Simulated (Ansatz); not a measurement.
# Ta2Se: the cost of one run

Program: Ansatz 0.2.0. Level of theory: DFT PBEsol, scalar-relativistic, plane waves, PAW. These are calculated values, not measurements.

1 further run of the same task is left out (set aside as unsound or not needed).

## Step 1: The starting structure

It takes space group P4/nmm (No. 129, tetragonal). The conventional cell has a = 3.375 Å, b = 3.375 Å, c = 9.832 Å, α = 90.00°, β = 90.00°, γ = 90.00°. Ta (site symmetry 4mm) is surrounded by 4 Se at 2.67 Å and 4 Ta at 2.90 Å. Ta (site symmetry 4mm) is surrounded by 9 Ta at 2.83 to 3.17 Å and 1 Se at 2.84 Å. Around Se (site symmetry 4mm) lie 5 Ta at 2.67 to 2.84 Å.

As a file:

```cif
data_structure
_symmetry_space_group_name_H-M 'P4/nmm:1'
_symmetry_Int_Tables_number 129
_cell_length_a 3.3750
_cell_length_b 3.3750
_cell_length_c 9.8320
_cell_angle_alpha 90.000
_cell_angle_beta 90.000
_cell_angle_gamma 90.000
_cell_volume 111.99
loop_
_atom_site_label
_atom_site_type_symbol
_atom_site_symmetry_multiplicity
_atom_site_Wyckoff_symbol
_atom_site_fract_x
_atom_site_fract_y
_atom_site_fract_z
_atom_site_occupancy
Ta1 Ta 2 c 0.50000 0.00000 0.75530 1
Ta2 Ta 2 c 0.50000 0.00000 0.07760 1
Se1 Se 2 c 0.50000 0.00000 0.36650 1
```

The structure comes from the Crystallography Open Database.

(A quick probe on a coarse mesh, which set the mesh and smearing, is not shown.)

## Step 3: Full relaxation

Contents of input.yaml:

```yaml
crystal:
  lattice:
    - [3.375, 0.0, 0.0]
    - [0.0, 3.375, 0.0]
    - [0.0, 0.0, 9.832]
  atoms:
    - { symbol: Ta, position: [0.5, 0.0, 0.7553] }
    - { symbol: Ta, position: [0.0, 0.5, 0.2447] }
    - { symbol: Ta, position: [0.5, 0.0, 0.0776] }
    - { symbol: Ta, position: [0.0, 0.5, 0.9224] }
    - { symbol: Se, position: [0.5, 0.0, 0.3665] }
    - { symbol: Se, position: [0.0, 0.5, 0.6335] }
basis:
  ecutwfc: 420
kpoints:
  mp_grid: { grid: [10, 10, 4] }
hamiltonian:
  xc: pbesol
scf:
  occupations: { method: gaussian, width: 0.1 }
output:
  forces: true
  stress: true
  eigenvalues: true
relax:
  adjacent_minimum: "off"
  f_tol: 0.005
  max_steps: 80
  cell: { stress_tol: 0.05 }
```

The run is started by

```bash
$ ansatz run input.yaml --threads 2 --pin off --max-ram 7168MiB --backend cpu --events-out ev --progress --plain --runs-dir out
```

Q: Estimate wall time and peak memory on 2 threads of Arm Neoverse V1, shared host.

About 85 s, with a peak of 0.58 GiB.
